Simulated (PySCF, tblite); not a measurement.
**C₄H₂F₃NS: a rotation path, then NMR shifts on frames**

Aim: move C₄H₂F₃NS (`FC(F)(F)c1ccsn1`) away from its starting geometry and see how NMR shifts follow the geometry.

Programs: tblite 0.8.0 and PySCF 2.14.0, with density-fitted response routines of our own. Each step states its level of theory. These are calculated values for one molecule in the gas phase, unless marked as measured. Atoms are numbered from 0 throughout.

### Step 1. Starting geometry

11 atoms, charge 0, multiplicity 1; geometry from: GFN2-xTB.

Bonds of the start (Å): F0–C1 1.34, C1–F2 1.34, C1–F3 1.34, C1–C4 1.50, C4–C5 1.41, C5–C6 1.37, C6–S7 1.71, S7–N8 1.62, N8–C4 1.31, C5–H9 1.07, C6–H10 1.07.

### Step 2. The rotation path with GFN2-xTB

Job settings and geometry (Å):

```
{"job": {"kind": "neb", "xc": "GFN2-xTB", "basis": "xTB", "atoms": [5, 4, 1, 0], "turn": 120}, "charge": 0, "multiplicity": 1}
F     -2.236041    -0.539817     1.194999
C     -1.680245    -0.053111     0.077053
F     -1.971193     1.257773     0.046080
F     -2.331891    -0.612018    -0.952047
C     -0.201362    -0.288035     0.018557
C      0.772440     0.728468    -0.065643
C      2.013160     0.158616    -0.100861
S      1.865016    -1.544884    -0.029731
N      0.251138    -1.519475     0.044047
H      0.555181     1.778908    -0.095546
H      2.969222     0.636245    -0.162872
```

With the program's defaults for keys left out, this is: GFN2-xTB climbing-image nudged elastic band, gas phase.

Command:

```bash
OMP_NUM_THREADS=1 python probes_run.py task.json out
```

One launch serves the whole session: the jobs run in the order shown.

Output:

```text
image   E - E0 / eV
  0       0.0000
  1       0.0009
  2       0.0016
  3       0.0029
  4       0.0038
  5       0.0033
  6       0.0018
  7       0.0007
  8       0.0000
```

Run time: 2.3 s. Hardware: 1 thread of Arm Neoverse V1, shared host; peak memory 0.18 GiB.

The final band, with the dihedral C5–C4–C1–F0:

```tsv
image	dihedral (°)	energy (eV)	energy (kcal/mol)
0	-120	0.000	0.0
1	-104	0.001	0.0
2	-89	0.002	0.0
3	-74	0.003	0.1
4	-60	0.004	0.1
5	-45	0.003	0.1
6	-31	0.002	0.0
7	-16	0.001	0.0
8	0	0.000	0.0
```

### Step 3. Shielding tensors: image 0, PBE0/pcSseg-1

Job settings and geometry (Å):

```
{"job": {"kind": "nmr", "xc": "PBE0", "basis": "pcSseg-1", "pop": false}, "charge": 0, "multiplicity": 1}
F     -2.236000    -0.539800     1.195000
C     -1.680200    -0.053100     0.077100
F     -1.971200     1.257800     0.046100
F     -2.331900    -0.612000    -0.952000
C     -0.201400    -0.288000     0.018600
C      0.772400     0.728500    -0.065600
C      2.013200     0.158600    -0.100900
S      1.865000    -1.544900    -0.029700
N      0.251100    -1.519500     0.044000
H      0.555200     1.778900    -0.095500
H      2.969200     0.636200    -0.162900
```

With the program's defaults for keys left out, this is: GIAO PBE0/pcSseg-1 NMR shielding, non-relativistic, gas phase.

Output:

```text
coarse grid: 11528 points
cycle   1  E = -905.1566395029  dE =  1.868e+00  |g| = 8.983e-01  |ddm| = 3.501e+00
cycle   2  E = -905.0142061203  dE =  1.424e-01  |g| = 1.344e+00  |ddm| = 1.225e+00
cycle   3  E = -905.2952758641  dE = -2.811e-01  |g| = 8.385e-02  |ddm| = 7.238e-01
cycle   4  E = -905.2953883942  dE = -1.125e-04  |g| = 7.689e-02  |ddm| = 1.212e-01
cycle   5  E = -905.2967864560  dE = -1.398e-03  |g| = 1.424e-02  |ddm| = 8.889e-02
cycle   6  E = -905.2968233700  dE = -3.691e-05  |g| = 6.618e-03  |ddm| = 1.876e-02
cycle   7  E = -905.2968337329  dE = -1.036e-05  |g| = 1.430e-03  |ddm| = 6.970e-03
cycle   8  E = -905.2968342467  dE = -5.137e-07  |g| = 4.002e-04  |ddm| = 1.702e-03
final grid: 113128 points
cycle   9  E = -905.3692076887  dE = -3.662e-05  |g| = 9.056e-03  |ddm| = 3.369e-02
cycle  10  E = -905.3691812534  dE =  2.644e-05  |g| = 1.396e-02  |ddm| = 2.067e-02
cycle  11  E = -905.3692257904  dE = -4.454e-05  |g| = 1.199e-03  |ddm| = 1.389e-02
cycle  12  E = -905.3692261391  dE = -3.487e-07  |g| = 4.101e-04  |ddm| = 1.526e-03
cycle  13  E = -905.3692261798  dE = -4.070e-08  |g| = 7.758e-05  |ddm| = 3.788e-04
cycle  14  E = -905.3692261811  dE = -1.296e-09  |g| = 3.554e-05  |ddm| = 1.057e-04
cycle  15  E = -905.3692261813  dE = -2.160e-10  |g| = 1.175e-05  |ddm| = 3.063e-05
converged SCF energy = -905.3692261813

GIAO shielding tensors (ppm)
atom      isotropic    diamagn.    paramagn.     s11        s22        s33       span
  0 F      241.468     470.237    -228.769    161.203    233.843    329.359    168.155
  1 C       57.696     236.296    -178.600     46.881     55.824     70.384     23.503
  2 F      259.830     473.709    -213.880    183.691    235.138    360.660    176.969
  3 F      241.151     470.253    -229.102    160.716    233.472    329.266    168.550
  4 C       23.294     257.214    -233.920    -51.985     21.473    100.394    152.378
  5 C       59.366     251.827    -192.461    -21.299     43.769    155.628    176.927
  6 C       26.517     261.075    -234.557    -74.687     12.439    141.800    216.487
  7 S       96.963    1056.052    -959.090    -66.995    151.138    206.744    273.739
  8 N      -83.382     325.300    -408.682   -365.688   -128.305    243.848    609.536
  9 H       23.916      31.844      -7.928     20.200     24.125     27.423      7.222
 10 H       23.066      30.493      -7.428     21.732     21.763     25.702      3.970
```

Wall time 18 s (1 thread of Arm Neoverse V1, shared host); peak memory 0.75 GiB.

The references, computed at this level on geometries of the same kind, shield at (ppm): 1H TMS 31.72, 13C TMS 186.9, 19F CFCl3 170.9, 15N NH3 267.7, 33S CS2 504. Their shielding less the atom's gives the shift. The references are single molecules in the gas phase, so shifts against H2O, NH3, PH3, H3PO4 or CFCl3 are not on the usual liquid scales and can be off by tens of ppm. Each atom is listed at this fixed geometry, with no averaging over motion; a spectrum would average atoms that exchange fast.

```tsv
atoms	environment	σ (ppm)	δ (ppm)
C4	substituted aromatic carbon next to a ring nitrogen	23.3	163.6
C6	aromatic CH next to the ring sulfur	26.5	160.4
C1	CF3 carbon	57.7	129.2
C5	aromatic CH	59.4	127.6
H10	hydrogen on an aromatic CH next to the ring sulfur	23.07	8.65
H9	hydrogen on an aromatic CH	23.92	7.80
F3	fluorine of a CF3 group	241.2	-70.2
F0	fluorine of a CF3 group	241.5	-70.5
F2	fluorine of a CF3 group	259.8	-88.9
S7	aromatic ring sulfur	97	407
N8	pyridine-type nitrogen of an azole	-83.4	351.1
```

Ring of atoms C4, C5, C6, S7, N8: NICS(0) -13.7, NICS(1) -12.7, NICS(1)zz -31.0 ppm (means of both faces).

### Step 4. Shielding tensors: image 2, PBE0/pcSseg-1

Job settings and geometry (Å):

```
{"job": {"kind": "nmr", "xc": "PBE0", "basis": "pcSseg-1", "pop": false}, "charge": 0, "multiplicity": 1}
F     -2.106900    -0.154100     1.319700
C     -1.681700    -0.052800     0.046300
F     -2.022100     1.181800    -0.361500
F     -2.404000    -0.913200    -0.672800
C     -0.205400    -0.284900    -0.058900
C      0.775700     0.722700     0.057000
C      2.013900     0.154900    -0.050000
S      1.855200    -1.535500    -0.264400
N      0.240300    -1.506800    -0.224700
H      0.566500     1.764500     0.204400
H      2.974100     0.626000    -0.021100
```

Level: GIAO PBE0/pcSseg-1 NMR shielding, non-relativistic, gas phase.

Output:

```text
coarse grid: 11528 points
cycle   1  E = -905.1564974466  dE =  1.867e+00  |g| = 8.992e-01  |ddm| = 3.500e+00
cycle   2  E = -905.0131376381  dE =  1.434e-01  |g| = 1.347e+00  |ddm| = 1.239e+00
cycle   3  E = -905.2954202990  dE = -2.823e-01  |g| = 8.370e-02  |ddm| = 7.292e-01
cycle   4  E = -905.2955362892  dE = -1.160e-04  |g| = 7.664e-02  |ddm| = 1.208e-01
cycle   5  E = -905.2969243488  dE = -1.388e-03  |g| = 1.414e-02  |ddm| = 8.842e-02
cycle   6  E = -905.2969609464  dE = -3.660e-05  |g| = 6.432e-03  |ddm| = 1.841e-02
cycle   7  E = -905.2969706191  dE = -9.673e-06  |g| = 1.450e-03  |ddm| = 6.799e-03
final grid: 113128 points
cycle   8  E = -905.3691056517  dE = -3.221e-05  |g| = 1.044e-02  |ddm| = 3.222e-02
cycle   9  E = -905.3690613306  dE =  4.432e-05  |g| = 1.713e-02  |ddm| = 2.560e-02
cycle  10  E = -905.3691302878  dE = -6.896e-05  |g| = 1.637e-03  |ddm| = 1.719e-02
cycle  11  E = -905.3691309380  dE = -6.502e-07  |g| = 4.453e-04  |ddm| = 1.713e-03
cycle  12  E = -905.3691309809  dE = -4.289e-08  |g| = 2.011e-04  |ddm| = 6.159e-04
cycle  13  E = -905.3691309897  dE = -8.819e-09  |g| = 7.569e-05  |ddm| = 2.409e-04
cycle  14  E = -905.3691309909  dE = -1.178e-09  |g| = 1.439e-05  |ddm| = 6.691e-05
cycle  15  E = -905.3691309909  dE = -3.888e-11  |g| = 4.022e-06  |ddm| = 1.357e-05
converged SCF energy = -905.3691309909

GIAO shielding tensors (ppm)
atom      isotropic    diamagn.    paramagn.     s11        s22        s33       span
  0 F      232.972     471.844    -238.872    147.510    226.065    325.342    177.833
  1 C       57.326     236.816    -179.489     46.546     54.740     70.693     24.147
  2 F      253.314     473.653    -220.339    177.165    230.735    352.041    174.876
  3 F      256.024     469.220    -213.196    181.824    250.044    336.203    154.379
  4 C       23.845     257.395    -233.550    -51.129     21.491    101.172    152.301
  5 C       59.707     251.716    -192.009    -20.968     43.623    156.468    177.436
  6 C       26.020     260.975    -234.955    -74.442     11.745    140.756    215.198
  7 S      106.404    1056.030    -949.627    -57.683    159.649    217.245    274.927
  8 N      -81.723     325.012    -406.735   -360.741   -127.279    242.852    603.592
  9 H       23.957      31.670      -7.713     20.434     24.170     27.267      6.832
 10 H       23.055      30.493      -7.438     21.697     21.806     25.662      3.965
```

Wall time 19 s (1 thread of Arm Neoverse V1, shared host); peak memory 0.77 GiB.

In short: δ C4 163.1, C6 160.9, C1 129.6, C5 127.2, H10 8.66, H9 7.76 ppm.

### Step 5. Shielding tensors: image 4, PBE0/pcSseg-1

Job settings and geometry (Å):

```
{"job": {"kind": "nmr", "xc": "PBE0", "basis": "pcSseg-1", "pop": false}, "charge": 0, "multiplicity": 1}
F     -2.014900     0.273300     1.293300
C     -1.681800    -0.049700     0.028600
F     -2.100400     0.977700    -0.733800
F     -2.413600    -1.109200    -0.309200
C     -0.207300    -0.280000    -0.101800
C      0.776700     0.690300     0.187700
C      2.013500     0.145300    -0.011900
S      1.850500    -1.481500    -0.518400
N      0.235600    -1.454300    -0.479000
H      0.571700     1.691300     0.514500
H      2.975400     0.599400     0.104000
```

Method: GIAO PBE0/pcSseg-1 NMR shielding, non-relativistic, gas phase.

Output:

```text
coarse grid: 11528 points
cycle   1  E = -905.1547372682  dE =  1.868e+00  |g| = 9.000e-01  |ddm| = 3.509e+00
cycle   2  E = -905.0106923721  dE =  1.440e-01  |g| = 1.349e+00  |ddm| = 1.251e+00
cycle   3  E = -905.2938937328  dE = -2.832e-01  |g| = 8.381e-02  |ddm| = 7.330e-01
cycle   4  E = -905.2940180543  dE = -1.243e-04  |g| = 7.650e-02  |ddm| = 1.203e-01
cycle   5  E = -905.2953997290  dE = -1.382e-03  |g| = 1.407e-02  |ddm| = 8.820e-02
cycle   6  E = -905.2954362178  dE = -3.649e-05  |g| = 6.257e-03  |ddm| = 1.816e-02
cycle   7  E = -905.2954452473  dE = -9.029e-06  |g| = 1.468e-03  |ddm| = 6.627e-03
final grid: 113128 points
cycle   8  E = -905.3690236787  dE = -3.275e-05  |g| = 1.061e-02  |ddm| = 3.057e-02
cycle   9  E = -905.3689770256  dE =  4.665e-05  |g| = 1.757e-02  |ddm| = 2.589e-02
cycle  10  E = -905.3690489120  dE = -7.189e-05  |g| = 1.646e-03  |ddm| = 1.744e-02
cycle  11  E = -905.3690495736  dE = -6.616e-07  |g| = 4.266e-04  |ddm| = 1.699e-03
cycle  12  E = -905.3690496120  dE = -3.834e-08  |g| = 2.057e-04  |ddm| = 5.994e-04
cycle  13  E = -905.3690496216  dE = -9.589e-09  |g| = 6.355e-05  |ddm| = 2.378e-04
cycle  14  E = -905.3690496224  dE = -8.147e-10  |g| = 1.459e-05  |ddm| = 5.616e-05
converged SCF energy = -905.3690496224

GIAO shielding tensors (ppm)
atom      isotropic    diamagn.    paramagn.     s11        s22        s33       span
  0 F      237.058     473.300    -236.241    156.353    222.485    332.337    175.984
  1 C       57.045     237.288    -180.243     46.896     53.445     70.794     23.898
  2 F      240.124     473.116    -232.991    159.691    226.010    334.672    174.981
  3 F      264.745     468.768    -204.023    190.930    263.297    340.009    149.079
  4 C       24.476     257.715    -233.239    -50.114     21.921    101.620    151.735
  5 C       59.734     251.466    -191.731    -21.250     43.106    157.347    178.597
  6 C       25.594     260.925    -235.332    -74.069     11.290    139.560    213.628
  7 S      116.755    1055.987    -939.232    -45.915    169.014    227.166    273.081
  8 N      -80.381     324.625    -405.006   -356.271   -126.539    241.666    597.937
  9 H       23.974      31.490      -7.516     20.699     24.119     27.105      6.406
 10 H       23.029      30.476      -7.446     21.682     21.823     25.583      3.900
```

Wall time 18 s (1 thread of Arm Neoverse V1, shared host); peak memory 0.76 GiB.

This run: δ C4 162.4, C6 161.3, C1 129.9, C5 127.2, H10 8.69, H9 7.74 ppm.

### Step 6. Shielding tensors: image 6, PBE0/pcSseg-1

Job settings and geometry (Å):

```
{"job": {"kind": "nmr", "xc": "PBE0", "basis": "pcSseg-1", "pop": false}, "charge": 0, "multiplicity": 1}
F     -1.957000     0.672800     1.120800
C     -1.682300    -0.039800     0.013800
F     -2.202200     0.657200    -1.013100
F     -2.375200    -1.176100     0.100100
C     -0.207800    -0.259900    -0.137400
C      0.782400     0.638600     0.314100
C      2.015800     0.128200     0.023400
S      1.842300    -1.382500    -0.761700
N      0.227400    -1.351800    -0.718300
H      0.582100     1.567900     0.811200
H      2.979800     0.548100     0.221300
```

With the program's defaults for keys left out, this is: GIAO PBE0/pcSseg-1 NMR shielding, non-relativistic, gas phase.

Output:

```text
coarse grid: 11528 points
cycle   1  E = -905.1549768280  dE =  1.868e+00  |g| = 8.990e-01  |ddm| = 3.504e+00
cycle   2  E = -905.0117052004  dE =  1.433e-01  |g| = 1.347e+00  |ddm| = 1.241e+00
cycle   3  E = -905.2938682185  dE = -2.822e-01  |g| = 8.381e-02  |ddm| = 7.299e-01
cycle   4  E = -905.2939879179  dE = -1.197e-04  |g| = 7.663e-02  |ddm| = 1.209e-01
cycle   5  E = -905.2953753263  dE = -1.387e-03  |g| = 1.414e-02  |ddm| = 8.856e-02
cycle   6  E = -905.2954119857  dE = -3.666e-05  |g| = 6.413e-03  |ddm| = 1.840e-02
cycle   7  E = -905.2954215844  dE = -9.599e-06  |g| = 1.455e-03  |ddm| = 6.784e-03
final grid: 113128 points
cycle   8  E = -905.3690590553  dE = -3.296e-05  |g| = 1.072e-02  |ddm| = 2.937e-02
cycle   9  E = -905.3690129101  dE =  4.615e-05  |g| = 1.761e-02  |ddm| = 2.583e-02
cycle  10  E = -905.3690846298  dE = -7.172e-05  |g| = 1.645e-03  |ddm| = 1.742e-02
cycle  11  E = -905.3690852954  dE = -6.657e-07  |g| = 4.261e-04  |ddm| = 1.720e-03
cycle  12  E = -905.3690853333  dE = -3.790e-08  |g| = 2.070e-04  |ddm| = 5.955e-04
cycle  13  E = -905.3690853432  dE = -9.858e-09  |g| = 6.296e-05  |ddm| = 2.423e-04
cycle  14  E = -905.3690853440  dE = -7.929e-10  |g| = 1.504e-05  |ddm| = 5.512e-05
converged SCF energy = -905.3690853440

GIAO shielding tensors (ppm)
atom      isotropic    diamagn.    paramagn.     s11        s22        s33       span
  0 F      250.289     473.833    -223.544    174.703    226.293    349.872    175.169
  1 C       57.323     236.792    -179.469     46.615     54.793     70.560     23.944
  2 F      235.034     471.695    -236.660    149.837    228.413    326.853    177.016
  3 F      256.318     469.180    -212.862    182.773    249.911    336.269    153.495
  4 C       23.899     257.491    -233.591    -50.977     21.750    100.926    151.903
  5 C       59.426     251.755    -192.329    -21.427     43.294    156.411    177.839
  6 C       26.082     260.965    -234.883    -74.239     11.798    140.688    214.927
  7 S      107.716    1056.017    -948.301    -55.288    160.999    217.435    272.723
  8 N      -81.855     324.917    -406.773   -360.968   -127.260    242.662    603.631
  9 H       23.951      31.674      -7.723     20.460     24.115     27.277      6.817
 10 H       23.055      30.497      -7.442     21.713     21.807     25.643      3.930
```

Wall time 18 s (1 thread of Arm Neoverse V1, shared host); peak memory 0.77 GiB.

In short: δ C4 163.0, C6 160.8, C1 129.6, C5 127.5, H10 8.66, H9 7.77 ppm.

### Step 7. Shielding tensors: image 8, PBE0/pcSseg-1

Job settings and geometry (Å):

```
{"job": {"kind": "nmr", "xc": "PBE0", "basis": "pcSseg-1", "pop": false}, "charge": 0, "multiplicity": 1}
F     -1.949400     1.009900     0.810700
C     -1.683500    -0.023300    -0.005300
F     -2.303500     0.238300    -1.164300
F     -2.292200    -1.092700     0.525500
C     -0.207800    -0.224400    -0.175000
C      0.789600     0.563400     0.436300
C      2.018400     0.102700     0.058100
S      1.832800    -1.234600    -0.993200
N      0.218200    -1.197300    -0.945800
H      0.597800     1.389900     1.093500
H      2.985000     0.470600     0.333600
```

With the program's defaults for keys left out, this is: GIAO PBE0/pcSseg-1 NMR shielding, non-relativistic, gas phase.

Output:

```text
coarse grid: 11528 points
cycle   1  E = -905.1560982536  dE =  1.868e+00  |g| = 8.985e-01  |ddm| = 3.503e+00
cycle   2  E = -905.0134864445  dE =  1.426e-01  |g| = 1.345e+00  |ddm| = 1.227e+00
cycle   3  E = -905.2948070754  dE = -2.813e-01  |g| = 8.389e-02  |ddm| = 7.250e-01
cycle   4  E = -905.2949206833  dE = -1.136e-04  |g| = 7.690e-02  |ddm| = 1.216e-01
cycle   5  E = -905.2963200185  dE = -1.399e-03  |g| = 1.423e-02  |ddm| = 8.921e-02
cycle   6  E = -905.2963568349  dE = -3.682e-05  |g| = 6.625e-03  |ddm| = 1.879e-02
cycle   7  E = -905.2963672159  dE = -1.038e-05  |g| = 1.429e-03  |ddm| = 6.976e-03
cycle   8  E = -905.2963677287  dE = -5.128e-07  |g| = 4.007e-04  |ddm| = 1.702e-03
final grid: 113128 points
cycle   9  E = -905.3692027586  dE = -3.637e-05  |g| = 8.873e-03  |ddm| = 2.951e-02
cycle  10  E = -905.3691782908  dE =  2.447e-05  |g| = 1.357e-02  |ddm| = 1.987e-02
cycle  11  E = -905.3692201155  dE = -4.182e-05  |g| = 1.146e-03  |ddm| = 1.341e-02
cycle  12  E = -905.3692204277  dE = -3.123e-07  |g| = 4.302e-04  |ddm| = 1.498e-03
cycle  13  E = -905.3692204730  dE = -4.525e-08  |g| = 7.932e-05  |ddm| = 3.979e-04
cycle  14  E = -905.3692204743  dE = -1.317e-09  |g| = 3.805e-05  |ddm| = 1.076e-04
cycle  15  E = -905.3692204745  dE = -2.476e-10  |g| = 1.352e-05  |ddm| = 3.387e-05
converged SCF energy = -905.3692204745

GIAO shielding tensors (ppm)
atom      isotropic    diamagn.    paramagn.     s11        s22        s33       span
  0 F      259.878     473.696    -213.817    183.642    235.262    360.731    177.089
  1 C       57.666     236.296    -178.630     46.868     55.773     70.358     23.490
  2 F      241.067     470.252    -229.185    160.713    233.310    329.179    168.465
  3 F      241.324     470.244    -228.921    160.953    233.635    329.384    168.431
  4 C       23.286     257.201    -233.915    -51.989     21.449    100.399    152.388
  5 C       59.385     251.812    -192.427    -21.368     43.866    155.657    177.025
  6 C       26.550     261.086    -234.536    -74.629     12.480    141.799    216.429
  7 S       97.569    1056.055    -958.486    -66.790    151.767    207.731    274.521
  8 N      -83.397     325.303    -408.700   -365.731   -128.278    243.817    609.548
  9 H       23.914      31.834      -7.919     20.207     24.133     27.403      7.196
 10 H       23.071      30.500      -7.429     21.733     21.780     25.701      3.967
```

Run time: 18 s. Hardware: 1 thread of Arm Neoverse V1, shared host; peak memory 0.87 GiB.

In short: δ C4 163.6, C6 160.4, C1 129.3, C5 127.5, H10 8.65, H9 7.80 ppm.

### Step 8. Run by run: NMR shifts

Shifts (ppm) of some atoms, chosen among heavy atoms and hydrogens apart, with basis size and wall time:

```tsv
frame	H10	H9	F3	F0	F2	S7	N8	functions	time
image 0	8.65	7.80	-70.2	-70.5	-88.9	407	351.1	170	18 s
image 2	8.66	7.76	-85.1	-62.0	-82.4	397	349.5	170	19 s
image 4	8.69	7.74	-93.8	-66.1	-69.2	387	348.1	170	18 s
image 6	8.66	7.77	-85.4	-79.3	-64.1	396	349.6	170	18 s
image 8	8.65	7.80	-70.4	-88.9	-70.1	406	351.1	170	18 s
```

### Step 9. Outcome

```
                                         quantity                               value
                                          barrier  0.004 eV (0.1 kcal/mol) at image 4
                            end to end (GFN2-xTB)                            0.000 eV
  13C shifts against TMS (PBE0/pcSseg-1, image 0)      163.6, 160.4, 129.2, 127.6 ppm
   1H shifts against TMS (PBE0/pcSseg-1, image 0)                      8.65, 7.80 ppm
19F shifts against CFCl3 (PBE0/pcSseg-1, image 0)             -70.2, -70.5, -88.9 ppm
  33S shifts against CS2 (PBE0/pcSseg-1, image 0)                             407 ppm
  15N shifts against NH3 (PBE0/pcSseg-1, image 0)                           351.1 ppm
                         range of the shift of F0                  -88.9 to -62.0 ppm
```

What this shows: Along the band the dihedral turns by 120°, and the top (dihedral -60°) lies 0.1 kcal/mol above the start (GFN2-xTB, rough), so at room temperature this motion is fast. The top was not checked by a frequency run. Shifts at one fixed geometry are not the observed spectrum, which averages over the motion. In the first frame run (image 0): Shielding is most anisotropic at N8 (span 610 ppm, paramagnetic term -409 ppm). NICS(1)zz of -31 ppm above the planar ring from C4 marks a diatropic (aromatic) ring current. In ppm, F0 moves most: its shift spreads over 26.9 ppm, from -88.9 (image 8) to -62.0 (image 2).
